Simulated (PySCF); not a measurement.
**doublet SnTe+: levels of theory compared**

Aim: a comparison of 5 runs (U-wB97X-V/STO-6G, UB2PLYP/STO-6G, UM06-2X/STO-6G, NEVPT2(3,3)/STO-6G, ROCCSD(T)/STO-6G) of doublet SnTe+. The job is set up through a Python script.

Program for the calculation: PySCF 2.14.0.

33 further runs of the same task are left out: 12 that didn't finish, 21 set aside as unsound or not needed.

**1. The system as given**

SnTe+ has 2 atoms, charge +1, and is taken as a doublet. As SMILES of the parent species, `[Sn][Te]`. The shape comes from GFN2-xTB, which is rough for such elements, and wasn't checked as a minimum. That shape belongs to the parent species and isn't relaxed for this state.

Bond lengths: Sn1–Te2 2.537 Å.

**2. The energy at U-wB97X-V/STO-6G (run 1)**

Contents of job.py:

```python
from pyscf import gto, dft

mol = gto.M(
    atom='''
Sn     0.000000     0.000000     0.000000
Te     0.000000     0.000000     4.793801
''',
    unit='bohr',
    basis='sto-6g',
    charge=1,
    verbose=3,
    max_memory=1860,
    spin=1,
)

calc0 = dft.UKS(mol)
calc0.xc = 'wb97x-v'
calc0.nlcgrids.level = 1
calc0.grids.level = 5
calc0.conv_tol = 1e-10
calc0.kernel()
if not calc0.converged:
    calc0 = calc0.newton().run(calc0.mo_coeff, calc0.mo_occ)

e_final = calc0.e_tot
print('Final energy', e_final)
```

On the command line:

```console
$ OMP_NUM_THREADS=1 python job.py
```

What it wrote:

```text
WARN: HOMO -0.701973180065471 >= LUMO -0.701973180065434

converged SCF energy = -12578.6364556389  <S^2> = 0.78550244  2S+1 = 2.0351928
Final energy -12578.636455638883
```

Run time: 1.9 min. Hardware: 1 thread of Arm Neoverse V1, shared host; peak memory 0.32 GiB.

**3. A single-point energy at UB2PLYP/STO-6G (run 2)**

Contents of run.py:

```python
from pyscf import gto, dft, mp

system = gto.M(
    atom='Sn 0.000000 0.000000 0.000000; Te 0.000000 0.000000 2.536770',
    max_memory=1860,
    basis='sto-6g',
    charge=1,
    verbose=3,
    spin=1,
)

mf = dft.UKS(system, xc='0.53*HF + 0.47*B88, 0.73*LYP')
mf.grids.level = 5
mf.conv_tol = 1e-10
mf.kernel()
if not mf.converged:
    mf = mf.newton().run(mf.mo_coeff, mf.mo_occ)

pt = mp.MP2(mf, frozen=36).run()
e_tot = mf.e_tot + 0.27 * pt.e_corr
print('PT2 part  %.8f' % (0.27 * pt.e_corr))
print(f'total energy: {e_tot:.8f} hartree')
```

On the command line:

```console
$ OMP_NUM_THREADS=1 python run.py
```

What it wrote:

```text
WARN: HOMO -0.682384228874101 >= LUMO -0.682384228874044

converged SCF energy = -12578.1796473071  <S^2> = 0.91327752  2S+1 = 2.1571069
E(UMP2) = -12578.2858262158  E_corr = -0.106178908657618
E(SCS-UMP2) = -12578.2841299947  E_corr = -0.104482687547916
PT2 part  -0.02866831
total energy: -12578.20831561 hartree
```

Wall time 19 s (1 thread of Arm Neoverse V1, shared host); peak memory 0.31 GiB.

Runs 3 to 4 aren't shown in full; the table further down has their settings and results.

**4. The energy at ROCCSD(T)/STO-6G (run 5)**

Contents of mol.xyz:

```xyz
2
SnTe
Sn     0.000000     0.000000     0.000000
Te     0.000000     0.000000     2.536770
```

Contents of job.py:

```python
from pyscf import gto, scf, cc

mol = gto.M(
    atom='mol.xyz',
    charge=1,
    basis='sto-6g',
    spin=1,
    max_memory=1860,
    verbose=4,
)

mf = scf.ROHF(mol)
mf.conv_tol = 1e-10
mf.kernel()
if not mf.converged:
    mf = mf.newton().run(mf.mo_coeff, mf.mo_occ)

mycc = cc.CCSD(mf, frozen=36)
mycc.kernel()
e_t = mycc.ccsd_t()
etot = mycc.e_tot + e_t
print('Final energy', etot)
```

On the command line:

```console
$ OMP_NUM_THREADS=1 python job.py
```

What it wrote:

```text
PySCF version 2.14.0

[INPUT] num. atoms = 2
[INPUT] num. electrons = 101
[INPUT] charge = 1
[INPUT] spin (= nelec alpha-beta = 2S) = 1
[INPUT] symmetry False subgroup None
[INPUT] Mole.unit = angstrom
[INPUT] Symbol           X                Y                Z      unit          X                Y                Z       unit  Magmom
[INPUT]  1 Sn     0.000000000000   0.000000000000   0.000000000000 AA    0.000000000000   0.000000000000   0.000000000000 Bohr   0.0
[INPUT]  2 Te     0.000000000000   0.000000000000   2.536770000000 AA    0.000000000000   0.000000000000   4.793800541013 Bohr   0.0

nuclear repulsion = 542.367163121608
number of shells = 22
number of NR pGTOs = 324
number of NR cGTOs = 54
basis = sto-6g
ecp = {}

[... 49 lines left out ...]
converged SCF energy = -12574.8673317273
[... 1 line left out ...]
WARN: RCCSD method does not support ROHF method. ROHF object is converted to UHF object and UCCSD method is called.
[... 12 lines left out ...]
Init t2, MP2 energy = -0.0734743241614874
[... 21 lines left out ...]
UCCSD converged
[... 2 lines left out ...]
Final energy -12574.964602092996
```

It took 7.2 s on 1 thread of Arm Neoverse V1, shared host; peak memory 0.14 GiB.

**5. The series**

| run | level | nlc grid | frozen core orbitals | energy (Eh) | HOMO energy (eV) | LUMO energy (eV) | ⟨S²⟩ | wall time |
| --- | --- | --- | --- | --- | --- | --- | --- | --- |
| 1 | U-wB97X-V/STO-6G | 1 | – | -12578.636456 | -12.84 | -7.21 | 0.786 | 1.9 min |
| 2 | UB2PLYP/STO-6G | – | 36 | -12578.208316 | -11.28 | -7.60 | 0.913 | 19 s |
| 3 | UM06-2X/STO-6G | – | – | -12579.712278 | -11.72 | -8.02 | 0.955 | 25 s |
| 4 | NEVPT2(3,3)/STO-6G | – | – | -12574.935552 | – | – | – | 11 s |
| 5 | ROCCSD(T)/STO-6G | – | 36 | -12574.964602 | – | – | 0.750 | 7.2 s |

**6. Summary of results**

```
                                           quantity            value
                                run 5: total energy  -12574.96460 Eh
run 5: correlation energy (36 core orbitals frozen)        -97.3 mEh
                              run 5: (T) correction        -9.27 mEh
           run 5: ⟨S²⟩ of the reference determinant            0.750
                               run 5: T1 diagnostic            0.037
```

In words: Totals of different functionals can't be ranked against each other. In runs 1, 2, 3, 4, 5 the basis is minimal, so the values are rough. In runs 1, 2, 3, 4, 5 relativity is left out where basis or elements ask for it. Spin contamination of the reference: run 3 ⟨S²⟩ = 0.96, run 2 ⟨S²⟩ = 0.91. All runs together took 2.9 min, the longest 1.9 min.
